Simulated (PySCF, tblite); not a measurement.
# Cl3H3OSiTi, a small molecule taken as a stand-in for a surface group (silyl): NMR shifts, core binding energies and electronic excitations, part 2 of 2

tblite 0.8.0 and PySCF 2.14.0. Atoms count from 0, parts from 1. Earlier steps stand in the parts before.

## Step 5: Core-electron binding energies: SCAN, X2C

The job: settings as JSON, then the geometry in Å.

```
{"job": {"kind": "xps", "holes": 5}, "charge": 0, "multiplicity": 1}
Si     1.158329    -0.706001    -1.195160
O      0.105348    -0.075056    -0.038785
Ti    -1.006670     0.567058     1.116382
Cl    -0.395479    -0.065076     3.104850
Cl    -0.980441     2.736719     0.976853
Cl    -2.995654    -0.188171     0.664338
H      2.501849    -0.106082    -0.972523
H      0.634290    -0.348661    -2.541378
H      1.204913    -2.183327    -1.021580
```

Method: delta-SCF UKS SCAN, pcX-2 on the ionised atom, pcseg-1 elsewhere, spin-free X2C.

Output:

```text
ground state, core basis on atom 0 (Si), 174 functions
  cycle   1  E = -2604.96468811  |g| = 1.01e+00
  cycle   2  E = -2592.49533617  |g| = 7.14e+00
  cycle   3  E = -2605.09444583  |g| = 7.53e-01
  cycle   4  E = -2605.11077216  |g| = 6.12e-01
  cycle   5  E = -2605.19836857  |g| = 1.59e-01
  cycle   6  E = -2605.20310397  |g| = 7.89e-02
  cycle   7  E = -2605.20479103  |g| = 7.36e-03
  cycle   8  E = -2605.20479828  |g| = 2.26e-03
  cycle   9  E = -2605.20480272  |g| = 3.52e-04
  E(ground) = -2605.11985558 Eh
hole in Si 2p of atom 0
  cycle   1  E = -2600.88388935  |g| = 1.23e+00
  cycle   2  E = -2599.28305094  |g| = 1.57e+00
  cycle   3  E = -2600.58154021  |g| = 1.00e+00
  cycle   4  E = -2601.11499715  |g| = 4.16e-01
  cycle   5  E = -2601.09943354  |g| = 4.83e-01
  cycle   6  E = -2601.18073084  |g| = 2.23e-01
  cycle   7  E = -2601.20479527  |g| = 6.64e-02
  cycle   8  E = -2601.20708195  |g| = 1.03e-02
  cycle   9  E = -2601.20711961  |g| = 5.41e-03
  cycle  10  E = -2601.20714256  |g| = 1.61e-03
  cycle  11  E = -2601.20714460  |g| = 2.68e-04
  E(ion) = -2601.13328975 Eh   <S^2> = 0.7513   hole on atom = 1.003   binding energy = 108.480 eV
  2p3/2 = 108.215 eV   2p1/2 = 108.842 eV
ground state, core basis on atom 1 (O), 163 functions
  cycle   1  E = -2605.13834370  |g| = 1.30e-01
  cycle   2  E = -2605.12343623  |g| = 2.87e-01
  cycle   3  E = -2605.13908364  |g| = 6.94e-02
  cycle   4  E = -2605.13618482  |g| = 1.21e-01
  cycle   5  E = -2605.14011468  |g| = 4.58e-03
  cycle   6  E = -2605.14012243  |g| = 1.51e-03
  cycle   7  E = -2605.14012082  |g| = 5.98e-04
  cycle   8  E = -2605.14012302  |g| = 2.06e-04
  E(ground) = -2605.09262414 Eh
hole in O 1s of atom 1
  cycle   1  E = -2584.48838943  |g| = 2.25e+00
  cycle   2  E = -2581.91976383  |g| = 3.24e+00
  cycle   3  E = -2584.20529416  |g| = 1.20e+00
  cycle   4  E = -2577.82940739  |g| = 4.38e+00
  cycle   5  E = -2578.85132126  |g| = 4.14e+00
  cycle   6  E = -2574.49564235  |g| = 4.88e+00
  cycle   7  E = -2577.31711432  |g| = 4.47e+00
  cycle   8  E = -2580.98702761  |g| = 3.48e+00
  cycle   9  E = -2582.77769413  |g| = 2.67e+00
  cycle  10  E = -2584.84108116  |g| = 1.04e+00
  cycle  11  E = -2585.31738591  |g| = 2.32e-01
  cycle  12  E = -2585.35072913  |g| = 9.67e-02
  cycle  13  E = -2585.35632486  |g| = 3.25e-02
  cycle  14  E = -2585.35677899  |g| = 1.86e-02
  cycle  15  E = -2585.35700360  |g| = 4.59e-03
  cycle  16  E = -2585.35700671  |g| = 3.62e-03
  cycle  17  E = -2585.35701362  |g| = 3.54e-04
  E(ion) = -2585.30924434 Eh   <S^2> = 0.7639   hole on atom = 1.000   binding energy = 538.333 eV
ground state, core basis on atom 3 (Cl), 174 functions
  cycle   1  E = -2605.28779989  |g| = 5.07e-01
  cycle   2  E = -2605.24541935  |g| = 4.62e-01
  cycle   3  E = -2605.06260437  |g| = 1.07e+00
  cycle   4  E = -2605.28089229  |g| = 2.21e-01
  cycle   5  E = -2605.28635714  |g| = 1.54e-01
  cycle   6  E = -2605.29246203  |g| = 3.04e-02
  cycle   7  E = -2605.29269798  |g| = 6.13e-03
  cycle   8  E = -2605.29270504  |g| = 1.79e-03
  cycle   9  E = -2605.29270733  |g| = 5.46e-04
  cycle  10  E = -2605.29270974  |g| = 1.41e-04
  E(ground) = -2605.23126290 Eh
hole in Cl 2p of atom 3
  cycle   1  E = -2597.21572781  |g| = 1.71e+00
  cycle   2  E = -2596.66881592  |g| = 1.72e+00
  cycle   3  E = -2596.84556335  |g| = 1.06e+00
  cycle   4  E = -2596.98381474  |g| = 1.38e+00
  cycle   5  E = -2596.95043116  |g| = 1.37e+00
  cycle   6  E = -2596.94607348  |g| = 1.38e+00
  cycle   7  E = -2597.02123399  |g| = 1.31e+00
  cycle   8  E = -2597.36371174  |g| = 8.98e-01
  cycle   9  E = -2597.67331368  |g| = 2.51e-01
  cycle  10  E = -2597.70218681  |g| = 5.12e-02
  cycle  11  E = -2597.70332404  |g| = 2.83e-02
  cycle  12  E = -2597.70396722  |g| = 3.70e-03
  cycle  13  E = -2597.70397729  |g| = 9.28e-04
  cycle  14  E = -2597.70397652  |g| = 2.67e-04
  E(ion) = -2597.65218423 Eh   <S^2> = 0.7518   hole on atom = 1.001   binding energy = 206.237 eV
  2p3/2 = 205.667 eV   2p1/2 = 207.320 eV
ground state, core basis on atom 4 (Cl), 174 functions
  cycle   1  E = -2605.29208559  |g| = 4.84e-01
  cycle   2  E = -2605.28540511  |g| = 1.64e-01
  cycle   3  E = -2605.10303483  |g| = 9.21e-01
  cycle   4  E = -2605.29156771  |g| = 6.84e-02
  cycle   5  E = -2605.29265444  |g| = 2.68e-02
  cycle   6  E = -2605.29279676  |g| = 7.95e-03
  cycle   7  E = -2605.29281676  |g| = 1.77e-03
  cycle   8  E = -2605.29281746  |g| = 7.58e-04
  cycle   9  E = -2605.29281913  |g| = 8.06e-05
  E(ground) = -2605.23129775 Eh
hole in Cl 2p of atom 4
  cycle   1  E = -2597.21607053  |g| = 1.72e+00
  cycle   2  E = -2596.67170358  |g| = 1.72e+00
  cycle   3  E = -2596.84562305  |g| = 1.06e+00
  cycle   4  E = -2596.98607061  |g| = 1.38e+00
  cycle   5  E = -2596.95910058  |g| = 1.36e+00
  cycle   6  E = -2596.95947633  |g| = 1.36e+00
  cycle   7  E = -2597.05338698  |g| = 1.27e+00
  cycle   8  E = -2597.44014463  |g| = 7.85e-01
  cycle   9  E = -2597.68255556  |g| = 2.09e-01
  cycle  10  E = -2597.70091755  |g| = 7.11e-02
  cycle  11  E = -2597.70408503  |g| = 2.30e-02
  cycle  12  E = -2597.70449225  |g| = 3.42e-03
  cycle  13  E = -2597.70449732  |g| = 8.88e-04
  cycle  14  E = -2597.70449905  |g| = 2.23e-04
  E(ion) = -2597.65277899 Eh   <S^2> = 0.7518   hole on atom = 1.001   binding energy = 206.222 eV
  2p3/2 = 205.645 eV   2p1/2 = 207.298 eV
ground state, core basis on atom 5 (Cl), 174 functions
  cycle   1  E = -2605.29204983  |g| = 4.84e-01
  cycle   2  E = -2605.28547610  |g| = 1.63e-01
  cycle   3  E = -2605.10581568  |g| = 9.13e-01
  cycle   4  E = -2605.29155377  |g| = 6.75e-02
  cycle   5  E = -2605.29261042  |g| = 2.69e-02
  cycle   6  E = -2605.29275875  |g| = 7.89e-03
  cycle   7  E = -2605.29277884  |g| = 1.76e-03
  cycle   8  E = -2605.29277656  |g| = 7.36e-04
  cycle   9  E = -2605.29277815  |g| = 7.72e-05
  E(ground) = -2605.23128606 Eh
hole in Cl 2p of atom 5
  cycle   1  E = -2597.21612422  |g| = 1.72e+00
  cycle   2  E = -2596.67375460  |g| = 1.72e+00
  cycle   3  E = -2596.84718839  |g| = 1.06e+00
  cycle   4  E = -2596.98516835  |g| = 1.38e+00
  cycle   5  E = -2596.96105601  |g| = 1.36e+00
  cycle   6  E = -2596.96583464  |g| = 1.36e+00
  cycle   7  E = -2597.05908137  |g| = 1.27e+00
  cycle   8  E = -2597.43438005  |g| = 7.94e-01
  cycle   9  E = -2597.66894998  |g| = 2.60e-01
  cycle  10  E = -2597.69647525  |g| = 1.19e-01
  cycle  11  E = -2597.70468395  |g| = 1.71e-02
  cycle  12  E = -2597.70488798  |g| = 3.07e-03
  cycle  13  E = -2597.70489190  |g| = 8.63e-04
  cycle  14  E = -2597.70489273  |g| = 2.19e-04
  E(ion) = -2597.65261704 Eh   <S^2> = 0.7518   hole on atom = 1.001   binding energy = 206.226 eV
  2p3/2 = 205.657 eV   2p1/2 = 207.310 eV
```

Run time: 76 s. Hardware: 1 thread of Arm Neoverse N1, shared host; peak memory 0.62 GiB.

The holes in one table. −ε is the ground-state orbital energy:

```csv
hole,stands for,environment,ΔSCF (eV; 2p as the shell's mean),−ε (eV),⟨S²⟩
Si2p on Si0,Si0,"silicon bonded to O, 3 H",108.42,97.6,0.751
O1s on O1,O1,"oxygen bonded to Si, Ti",538.33,517.9,0.764
Cl2p on Cl3,Cl3,chlorine bonded to Ti,206.22,193.8,0.752
Cl2p on Cl4,Cl4,chlorine bonded to Ti,206.20,193.8,0.752
Cl2p on Cl5,Cl5,chlorine bonded to Ti,206.21,193.8,0.752
```

With the spin-orbit splitting: Si0 2p3/2 108.21, 2p1/2 108.84 eV; Cl3 2p3/2 205.67, 2p1/2 207.32 eV; Cl4 2p3/2 205.64, 2p1/2 207.30 eV; Cl5 2p3/2 205.66, 2p1/2 207.31 eV. The table gives each 2p level as the mean over the whole 2p shell (two parts 2p3/2, one part 2p1/2), which differs a little from the single hole in the log.

## Step 6: Ultraviolet spectrum: CAM-B3LYP/def2-SVPD

The job, as its differences from that of step 5:

```diff
@@ -1,2 +1,2 @@
-{"job": {"kind": "xps", "holes": 5}, "charge": 0, "multiplicity": 1}
+{"job": {"kind": "uv", "xc": "CAM-B3LYP", "basis": "def2-SVPD", "nstates": 6, "ntriplets": 2, "ip": true}, "charge": 0, "multiplicity": 1}
 Si     1.158329    -0.706001    -1.195160
```

Method: TDDFT CAM-B3LYP/def2-SVPD, vertical, gas phase, core orbitals frozen in the response.

Output:

```text
coarse grid: 45408 points
cycle   1  E = -2595.9449787008  dE =  3.195e-01  |g| = 1.122e+00  |ddm| = 4.017e+00
cycle   2  E = -2588.3578140394  dE =  7.587e+00  |g| = 6.930e+00  |ddm| = 6.813e+00
cycle   3  E = -2596.1522862588  dE = -7.794e+00  |g| = 7.859e-01  |ddm| = 4.998e+00
cycle   4  E = -2596.2631144786  dE = -1.108e-01  |g| = 1.823e-01  |ddm| = 5.080e-01
cycle   5  E = -2596.2702827580  dE = -7.168e-03  |g| = 6.668e-02  |ddm| = 3.602e-01
cycle   6  E = -2596.2710624891  dE = -7.797e-04  |g| = 2.261e-02  |ddm| = 6.214e-02
cycle   7  E = -2596.2711976871  dE = -1.352e-04  |g| = 2.118e-03  |ddm| = 3.312e-02
cycle   8  E = -2596.2711992629  dE = -1.576e-06  |g| = 1.428e-03  |ddm| = 5.166e-03
final grid: 87744 points
cycle   9  E = -2596.2712114893  dE =  1.416e-06  |g| = 3.017e-03  |ddm| = 8.586e-03
cycle  10  E = -2596.2712010434  dE =  1.045e-05  |g| = 7.388e-03  |ddm| = 1.684e-02
cycle  11  E = -2596.2712135991  dE = -1.256e-05  |g| = 2.600e-04  |ddm| = 1.190e-02
cycle  12  E = -2596.2712136153  dE = -1.626e-08  |g| = 9.255e-05  |ddm| = 3.832e-04
cycle  13  E = -2596.2712136191  dE = -3.813e-09  |g| = 4.156e-05  |ddm| = 2.485e-04
cycle  14  E = -2596.2712136206  dE = -1.454e-09  |g| = 3.899e-06  |ddm| = 1.314e-04
cycle  15  E = -2596.2712136206  dE = -5.457e-12  |g| = 1.472e-06  |ddm| = 1.075e-05
converged SCF energy = -2596.2712136206

Static polarisability (au): isotropic 110.852, principal 108.283 108.334 115.939

Singlet excitations
state   eV       nm        f      main configurations
  1   4.6477    266.8   0.00200   H->L 0.58, H-1->L 0.21, H-2->L+1 0.16
  2   4.6501    266.6   0.00194   H->L+1 0.58, H-2->L 0.19, H-1->L+1 0.18
  3   4.6682    265.6   0.00001   H-2->L+1 0.34, H-1->L 0.30, H-1->L+1 0.16
  4   4.8505    255.6   0.01003   H-2->L 0.32, H-1->L+1 0.30, H-1->L 0.15
  5   4.8937    253.4   0.03133   H->L 0.34, H-2->L+1 0.26, H-1->L 0.24
  6   4.8960    253.2   0.03141   H->L+1 0.34, H-1->L+1 0.26, H-2->L 0.24

Triplet excitations (Tamm-Dancoff, eV): 4.3516 4.3546
Vertical ionisation energy (delta-SCF) = 11.3979 eV
Vertical electron affinity (delta-SCF) = 2.1683 eV
```

Run time: 6.6 min. Hardware: 1 thread of Arm Neoverse N1, shared host; peak memory 1.1 GiB.

Frontier orbitals and where they lie:

| orbital | eV | atoms |
| --- | --- | --- |
| HOMO−3 | -11.49 | Si0 20 %, Cl5 17 %, H8 16 % |
| HOMO−2 | -10.74 | Cl3 36 %, Cl5 33 %, O1 14 % |
| HOMO−1 | -10.74 | Cl4 45 %, Cl5 16 %, O1 14 % |
| HOMO | -10.59 | Cl4 33 %, Cl5 33 %, Cl3 33 % |
| LUMO | -2.26 | Ti2 76 %, Cl5 8 %, Cl4 8 % |
| LUMO+1 | -2.26 | Ti2 76 %, Cl3 9 %, Cl4 6 % |
| LUMO+2 | -1.52 | Ti2 68 %, Cl5 10 %, O1 10 % |

With each of the 6 states as a Gaussian band of 0.4 eV half-width at 1/e, the curve within the window shown has maxima at 254 nm (ε 3,100) L/(mol cm). Beyond the last state computed it falls off for lack of states. The curve at chosen wavelengths:

```tsv
nm	ε (L/mol/cm)
239	1658
242	2075
244	2337
247	2675
250	2917
252	3013
255	3053
258	2973
260	2861
263	2624
266	2330
268	2116
271	1790
274	1474
277	1185
279	1012
282	784
285	596
287	492
290	363
293	264
295	212
298	151
301	106
303	83
306	57
```

Ground-state properties from the same run:

```csv
property,computed
dipole moment (D),2.99
polarisability (Å³),16.43
HOMO–LUMO gap (eV),8.33
−ε(HOMO) (eV),10.59
```

## Step 7: Outcome

The summary covers parts 1 to 2.

```
                                quantity                                  value
                             point group                                     C3
    rotational constants (main isotopes)                   1.12, 0.75, 0.75 GHz
   ¹H shifts against TMS (PBE0/pcSseg-1)                   5.17, 5.16, 5.14 ppm
 ²⁹Si shifts against TMS (PBE0/pcSseg-1)                              -12.4 ppm
  ¹⁷O shifts against H2O (PBE0/pcSseg-1)                              432.2 ppm
 ³⁵Cl shifts against HCl (PBE0/pcSseg-1)                      796, 796, 794 ppm
        shieldings of Ti (PBE0/pcSseg-1)                         Ti2 -664.0 ppm
   surface potential, 1st and 99th percentile                     -0.33 V and 1.65 V
       Cl2p binding energies, SCAN/pcX-2  Cl3 206.22, Cl5 206.21, Cl4 206.20 eV
       Si2p binding energies, SCAN/pcX-2                          Si0 108.42 eV
        O1s binding energies, SCAN/pcX-2                           O1 538.33 eV
    lowest singlet (CAM-B3LYP/def2-SVPD)            4.65 eV (267 nm), f = 0.002
brightest single state of those computed            state 6, 4.90 eV, f = 0.031
                          lowest triplet                                4.35 eV
       vertical ionisation energy (ΔSCF)                               11.40 eV
       vertical electron affinity (ΔSCF)                                2.17 eV
```

**Reading.** Over 4 steps the energy fell by 0.230 eV; of the close pairs, Ti2–Cl5 changed most, 2.107 to 2.175 Å (PBE0/def2-SVP). The Cl2p levels computed lie within 0.02 eV of one another, too close to rank. The lowest singlet, at 4.65 eV, is HOMO→LUMO 0.58, HOMO−1→LUMO 0.21 and is weak; of the 6 states computed, the strongest absorption comes from states 5 to 6 together at 4.90 eV (the last computed, so partners may be missing). The lowest triplet lies 0.30 eV below the lowest singlet (triplets in Tamm-Dancoff, singlets in full TDDFT). The orbital energy would give 10.59 eV for ionisation, ΔSCF gives 11.40 eV.
